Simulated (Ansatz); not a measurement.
# CH₅AlSSi: a ladder of functionals and wavefunction methods

Aim: compute CH₅AlSSi with functionals from several rungs and with coupled cluster. The yardstick is the atomisation energy at the CCSD(T) limit.

Program: Ansatz 0.2.0, Gaussian basis. Level of theory: functionals in def2-TZVPP, the program's frozen cores in correlated methods. These are calculated values, not measurements.

Plan: LDA (SPW92), PBE-D4, revPBE-D4, BLYP-D4, r2SCAN-D4, B97M-V, PBE0-D4, B3LYP-D4, r2SCANh-D4, r2SCAN0-D4, HSE06-D4, BHLYP-D4, CAM-B3LYP-D4, LC-ωPBE, ωB97X-V, ωB97M-V, B2PLYP, PBE-QIDH; CCSD(T)/def2-SVP; CCSD(T)/def2-TZVPP; MP2/def2-QZVPP; extrapolation to the limit; RPA on PBE.

## 1. The geometry

All runs share one geometry, relaxed beforehand with PBE0-D4 in a triple-zeta def2 set.

9 atoms, charge 0, spin multiplicity 1.

Atoms are counted from 1 here; the program's logs count them from 0.

Bond lengths: Al1–C2 1.977 Å, Al1–S4 2.367 Å, Al1–H5 1.582 Å, Al1–H6 1.582 Å, C2–Si3 1.864 Å, C2–S4 1.642 Å, Si3–H7 1.486 Å, Si3–H8 1.486 Å, Si3–H9 1.486 Å. Angles: C2–Al1–S4 43.3°, C2–Al1–H5 116.6°, C2–Al1–H6 116.6°, S4–Al1–H5 113.0°, S4–Al1–H6 112.9°, H5–Al1–H6 125.6°, Al1–C2–Si3 152.9°, Al1–C2–S4 81.1°, Si3–C2–S4 126.0°, C2–Si3–H7 112.3°, C2–Si3–H8 107.0°, C2–Si3–H9 106.9°, H7–Si3–H8 110.6°, H7–Si3–H9 110.6°, H8–Si3–H9 109.3°, Al1–S4–C2 55.6°.

## 2. LDA

This LDA is Slater exchange with PW92 correlation.

The input, in.yaml:

```yaml
crystal:
  periodic: [false, false, false]
  atoms:
    - {symbol: Al, position_ang: [-0.958123, 1.426135, -1.068305]}
    - {symbol: C, position_ang: [0.232495, 0.115968, -0.187705]}
    - {symbol: Si, position_ang: [0.580734, -1.260251, 1.020160]}
    - {symbol: S, position_ang: [1.325030, 0.813260, -1.196474]}
    - {symbol: H, position_ang: [-1.807931, 0.899025, -2.293652]}
    - {symbol: H, position_ang: [-1.187286, 2.795448, -0.310683]}
    - {symbol: H, position_ang: [2.001943, -1.691944, 0.989584]}
    - {symbol: H, position_ang: [-0.315754, -2.389171, 0.660841]}
    - {symbol: H, position_ang: [0.217392, -0.754771, 2.369135]}
basis:
  gaussian: {orbitals: def2-TZVPP}
hamiltonian: {xc: lda}
output: {orbitals: {seedname: orbitals}}
```

The run is started by

```bash
ansatz run in.yaml --threads 2 --pin off --events-out ev --progress --plain --max-ram 4352MiB
```

After this run come: PBE-D4 (GGA); revPBE-D4 (GGA); BLYP-D4 (GGA); r2SCAN-D4 (meta-GGA); B97M-V (meta-GGA); B3LYP-D4 (hybrid); r2SCANh-D4 (hybrid); r2SCAN0-D4 (hybrid); HSE06-D4 (hybrid); BHLYP-D4 (hybrid); CAM-B3LYP-D4 (range-separated); LC-ωPBE (range-separated); ωB97X-V (range-separated); ωB97M-V (range-separated); B2PLYP (double hybrid); PBE-QIDH (double hybrid); CCSD(T) in def2-SVP; CCSD(T) in def2-TZVPP; MP2 in def2-QZVPP; RPA on PBE orbitals.

**Question.** What will the summary of the whole plan be? Wanted: atomisation energy, CCSD(T)/CBS; farthest beyond LDA; mean size of error, GGA; mean size of error, meta-GGA; mean size of error, hybrid; mean size of error, range-separated; mean size of error, double hybrid; gap, smallest and largest; T1 diagnostic.

As calculated:

| quantity | value |
| --- | --- |
| atomisation energy, CCSD(T)/CBS | 2718.3 kJ/mol |
| functionals within 13.6 kJ/mol (0.5 %) | PBE-D4, r2SCAN-D4, r2SCANh-D4, ωB97X-V, ωB97M-V |
| farthest beyond LDA | BHLYP-D4 (-72.1 kJ/mol) |
| mean size of error, GGA | 26.4 kJ/mol |
| mean size of error, meta-GGA | 24.7 kJ/mol |
| mean size of error, hybrid | 30.9 kJ/mol |
| mean size of error, range-separated | 21.4 kJ/mol |
| mean size of error, double hybrid | 43.7 kJ/mol |
| gap, smallest and largest | 1.57 eV (LDA (SPW92)), 8.57 eV (LC-ωPBE) |
| T1 diagnostic | 0.0186 |
| triples share of the correlation energy | 4.6 % |

The LDA atomisation energy is off by 329.8 kJ/mol (12 %): it overbinds. PBE-D4 is off by +5.1 kJ/mol. Double hybrids carry the basis error of their MP2 part in triple zeta, and no dispersion term here, so their miss is partly the set-up's. By mean error the best rung here is range-separated (21.4 kJ/mol) and the worst beyond LDA is double hybrid (43.7 kJ/mol). The gap between the best rungs is small, so their order is not settled. Misses under about 13.6 kJ/mol are within the doubt on the reference itself, which lacks core-valence correlation, relativity and higher excitations. Hartree-Fock recovers 73 % of the binding; the rest is correlation. CCSD(T) in def2-SVP is off by -183.7 kJ/mol, which most functionals beat. Orbital gaps span 1.6 to 8.6 eV; exact exchange widens them. The restricted reference is unstable towards a spin-broken one.
